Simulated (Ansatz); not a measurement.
What does this script print? It uses Ansatz 0.2.0 through its Python package.

`methods_clh6nsi2.py`:
```python
import warnings

import ansatz as az

GEOMETRY = '''
Si   -0.17430    1.31390    0.41720
N    -0.78480   -0.23100    0.26780
Si    0.28730   -1.12860   -0.65370
Cl   -0.22360   -3.06710   -0.65200
H    -0.07910    1.96560   -0.95140
H    -1.22120    2.11290    1.20490
H     1.08720    1.35310    1.14630
H    -0.82900   -0.62610    1.18250
H     0.37080   -0.63520   -1.99790
H     1.64980   -1.10870    0.03920
'''

warnings.simplefilter('ignore', az.DeckWarning)

system = az.Crystal.molecule()
for line in GEOMETRY.strip().splitlines():
    symbol, *xyz = line.split()
    system = system.atom(symbol, [float(v) for v in xyz])

model = system.calculation().basis(gaussian='cc-pVDZ')

methods = ['mp2', 'ccsd', 'ccsd_t']
batch = az.Session.batch([model.correlation(m).input() for m in methods])
reports = sorted(batch.plan().execute().molecular_reports, key=lambda each: each['member'])
print(f'Hartree-Fock reference {reports[0]["reference_energy_ev"] / 27.211386246:.6f} Ha')
best = reports[-1]['free_energy_ev'] - reports[-1]['reference_energy_ev']
for method, each in zip(methods, reports):
    gained = each['free_energy_ev'] - each['reference_energy_ev']
    print(f'{method:8s} total {each["free_energy_ev"] / 27.211386246:.6f} Ha  correlation {gained:9.4f} eV  ({100 * gained / best:.1f} % of the last)')
```

```console
$ python methods_clh6nsi2.py
Hartree-Fock reference -1095.371564 Ha
mp2      total -1095.878011 Ha  correlation  -13.7811 eV  (87.9 % of the last)
ccsd     total -1095.934525 Ha  correlation  -15.3189 eV  (97.7 % of the last)
ccsd_t   total -1095.948025 Ha  correlation  -15.6863 eV  (100.0 % of the last)
```

Caveats:
- These settings explore the input space; basis and method may be short of convergence.
- The geometry is a force-field or estimated start, not a minimum of this method, and the basis set is short of its limit. A lower total doesn't mark the better method: functionals have no common bound, and MP2 and coupled cluster aren't variational.
- Inner cores stay frozen, so this is valence correlation.
- For Al to Cl the sets with a tight d function, cc-pV(X+d)Z, are usual.
